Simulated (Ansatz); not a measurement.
**CH₆BClSi: basis-set convergence**

Aim: see how fast density functionals converge with the basis set for CH₆BClSi.

Program: Ansatz 0.2.0, Gaussian basis. Level of theory: one geometry, several basis sets. These are calculated values, not measurements.

Levels to be run: PBE0-D4/def2-SVP; ωB97M-V/def2-SVP; PBE0-D4/def2-QZVPP; ωB97M-V/def2-QZVPP; the functionals' def2-TZVPP values are taken from earlier runs.

### 1 The relaxed structure

The geometry comes from an earlier relaxation with PBE0-D4 in a triple-zeta def2 set; it is a stationary point, not always the lowest conformer.

SMILES `C[SiH2]BCl`, 10 atoms, charge 0, spin multiplicity 1.

Atoms are counted from 1 here; the program's logs count them from 0.

Bond lengths: C1–Si2 1.872 Å, C1–H5 1.092 Å, C1–H6 1.092 Å, C1–H7 1.092 Å, Si2–B3 2.017 Å, Si2–H8 1.494 Å, Si2–H9 1.494 Å, B3–Cl4 1.744 Å, B3–H10 1.195 Å. Angles: Si2–C1–H5 110.6°, Si2–C1–H6 111.1°, Si2–C1–H7 110.6°, H5–C1–H6 108.3°, H5–C1–H7 107.8°, H6–C1–H7 108.3°, C1–Si2–B3 113.6°, C1–Si2–H8 110.7°, C1–Si2–H9 110.7°, B3–Si2–H8 107.5°, B3–Si2–H9 107.5°, H8–Si2–H9 106.6°, Si2–B3–Cl4 120.7°, Si2–B3–H10 123.8°, Cl4–B3–H10 115.4°.

### 2 PBE0-D4 in def2-SVP

in.yaml

```yaml
crystal:
  periodic: [false, false, false]
  atoms:
    - {symbol: C, position_ang: [-1.195394, 0.840798, -0.209221]}
    - {symbol: Si, position_ang: [-0.100665, -0.427865, 0.625577]}
    - {symbol: B, position_ang: [1.665717, -0.708676, -0.306136]}
    - {symbol: Cl, position_ang: [2.063669, 0.184481, -1.750608]}
    - {symbol: H, position_ang: [-1.420800, 0.539422, -1.234609]}
    - {symbol: H, position_ang: [-2.138722, 0.961080, 0.327268]}
    - {symbol: H, position_ang: [-0.697675, 1.812284, -0.248508]}
    - {symbol: H, position_ang: [-0.787611, -1.752392, 0.695396]}
    - {symbol: H, position_ang: [0.192830, -0.025624, 2.033836]}
    - {symbol: H, position_ang: [2.501850, -1.474708, 0.070005]}
basis:
  gaussian: {orbitals: def2-SVP}
hamiltonian: {xc: pbe0, dispersion: d4}
output: {orbitals: {seedname: orbitals}}
```

The run is started by

```console
> ansatz run in.yaml --threads 2 --pin off --events-out ev --progress --plain --max-ram 4352MiB
```

The runs that follow: ωB97M-V in def2-SVP; PBE0-D4 in def2-QZVPP; ωB97M-V in def2-QZVPP.

Q: Predict the results of all the runs planned. Wanted: PBE0-D4: double and triple zeta above quadruple; ωB97M-V: double and triple zeta above quadruple.

**Answer**, as computed:

| quantity | value |
| --- | --- |
| PBE0-D4: double and triple zeta above quadruple | 9.75, 0.74 eV |
| ωB97M-V: double and triple zeta above quadruple | 9.83, 0.70 eV |

**Reading.** PBE0-D4 gains 9.01 eV from double to triple zeta, then 0.74 eV more. These are total energies; as a rule much of such shifts cancels in differences, which this series doesn't test.
